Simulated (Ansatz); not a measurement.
**C₃H₈BGa: one species, many methods**

How much do the methods differ for C₃H₈BGa? The plan is to run it at one geometry with functionals of several rungs and with coupled cluster, and see how far each lands from CCSD(T) at the basis-set limit for the atomisation energy.

Program: Ansatz 0.2.0, Gaussian basis. Level of theory: functionals in def2-TZVPP, the program's frozen cores in correlated methods. These are calculated values, not measurements.

Plan: LDA (SPW92), PBE-D4, revPBE-D4, BLYP-D4, r2SCAN-D4, B97M-V, PBE0-D4, B3LYP-D4, r2SCANh-D4, r2SCAN0-D4, HSE06-D4, BHLYP-D4, CAM-B3LYP-D4, LC-ωPBE, ωB97X-V, ωB97M-V, B2PLYP, PBE-QIDH; CCSD(T)/def2-SVP; CCSD(T)/def2-TZVPP; MP2/def2-QZVPP; extrapolation to the limit; RPA on PBE.

**1. The geometry**

All runs share one geometry, relaxed beforehand with PBE0-D4 in a triple-zeta def2 set.

SMILES `[CH3][GaH][B]1CC1`, 13 atoms, charge 0, spin multiplicity 1.

Atoms are counted from 1 here; the program's logs count them from 0.

Bond lengths: C1–Ga2 1.974 Å, C1–H6 1.093 Å, C1–H7 1.090 Å, C1–H8 1.094 Å, Ga2–B3 2.034 Å, Ga2–H9 1.579 Å, B3–C4 1.547 Å, B3–C5 1.547 Å, C4–C5 1.509 Å, C4–H10 1.086 Å, C4–H11 1.086 Å, C5–H12 1.086 Å, C5–H13 1.086 Å. Angles: Ga2–C1–H6 109.6°, Ga2–C1–H7 113.3°, Ga2–C1–H8 109.4°, H6–C1–H7 108.7°, H6–C1–H8 106.9°, H7–C1–H8 108.6°, C1–Ga2–B3 123.7°, C1–Ga2–H9 116.5°, B3–Ga2–H9 119.8°, Ga2–B3–C4 150.9°, Ga2–B3–C5 150.7°, C4–B3–C5 58.4°, B3–C4–C5 60.8°, B3–C4–H10 118.6°, B3–C4–H11 118.5°, C5–C4–H10 118.5°, C5–C4–H11 118.5°, H10–C4–H11 112.8° and more.

**2. LDA**

This LDA is Slater exchange with PW92 correlation.

File in.yaml:

```yaml
crystal:
  periodic: [false, false, false]
  atoms:
    - {symbol: C, position_ang: [-2.636330, 0.383258, 0.555525]}
    - {symbol: Ga, position_ang: [-0.785276, 0.141898, 1.197259]}
    - {symbol: B, position_ang: [0.812604, -0.115970, -0.034769]}
    - {symbol: C, position_ang: [1.770426, -1.031390, -0.832425]}
    - {symbol: C, position_ang: [1.978942, 0.463159, -0.869370]}
    - {symbol: H, position_ang: [-3.038011, 1.324933, 0.939657]}
    - {symbol: H, position_ang: [-2.719545, 0.384453, -0.531296]}
    - {symbol: H, position_ang: [-3.266898, -0.416819, 0.953699]}
    - {symbol: H, position_ang: [-0.574787, 0.154996, 2.762530]}
    - {symbol: H, position_ang: [2.483218, -1.641215, -0.284566]}
    - {symbol: H, position_ang: [1.393873, -1.523904, -1.724621]}
    - {symbol: H, position_ang: [1.747952, 0.996492, -1.787219]}
    - {symbol: H, position_ang: [2.833833, 0.880108, -0.344403]}
basis:
  gaussian: {orbitals: def2-TZVPP}
hamiltonian: {xc: lda}
output: {orbitals: {seedname: orbitals}}
```

Further steps of the session: PBE-D4 (GGA); revPBE-D4 (GGA); BLYP-D4 (GGA); r2SCAN-D4 (meta-GGA); B97M-V (meta-GGA); PBE0-D4 (hybrid); B3LYP-D4 (hybrid); r2SCANh-D4 (hybrid); r2SCAN0-D4 (hybrid); HSE06-D4 (hybrid); BHLYP-D4 (hybrid); CAM-B3LYP-D4 (range-separated); LC-ωPBE (range-separated); ωB97X-V (range-separated); ωB97M-V (range-separated); B2PLYP (double hybrid); PBE-QIDH (double hybrid); CCSD(T) in def2-SVP; CCSD(T) in def2-TZVPP; MP2 in def2-QZVPP; RPA on PBE orbitals.

Before running them: what should the planned runs give, taken together? Wanted: atomisation energy, CCSD(T)/CBS; farthest beyond LDA; mean size of error, GGA; mean size of error, meta-GGA; mean size of error, hybrid; mean size of error, range-separated; mean size of error, double hybrid; gap, smallest and largest; T1 diagnostic.

**Answer**, as computed:

| quantity | value |
| --- | --- |
| atomisation energy, CCSD(T)/CBS | 48.467 eV |
| functionals within 0.485 eV (1.0 %) | revPBE-D4, BLYP-D4, B3LYP-D4, r2SCANh-D4, r2SCAN0-D4, CAM-B3LYP-D4, LC-ωPBE, ωB97X-V, ωB97M-V, B2PLYP, PBE-QIDH |
| farthest beyond LDA | PBE-D4 (+1.013 eV) |
| mean size of error, GGA | 0.485 eV |
| mean size of error, meta-GGA | 0.510 eV |
| mean size of error, hybrid | 0.405 eV |
| mean size of error, range-separated | 0.288 eV |
| mean size of error, double hybrid | 0.322 eV |
| gap, smallest and largest | 3.45 eV (LDA (SPW92)), 10.61 eV (LC-ωPBE) |
| T1 diagnostic | 0.0123 |
| triples share of the correlation energy | 4.0 % |

The LDA atomisation energy is off by 6.754 eV (14 %): it overbinds. PBE-D4 misses by +1.013 eV. Double hybrids carry the basis error of their MP2 part in triple zeta, and no dispersion term here, so their miss is partly the set-up's. The rungs range-separated, double hybrid, hybrid miss on average by less than the doubt on the reference (0.485 eV), so they tie. Misses under about 0.485 eV are within the doubt on the reference itself, which lacks core-valence correlation, relativity and higher excitations, and its outer-core shells are covered unevenly. Hartree-Fock recovers 76 % of the binding; the rest is correlation. CCSD(T) in def2-SVP is off by -1.993 eV, worse than the median functional, from the basis alone. Orbital gaps span 3.4 to 10.6 eV; exact exchange widens them. Correlated methods include outer-core shells of Ga, which these sets cover unevenly.
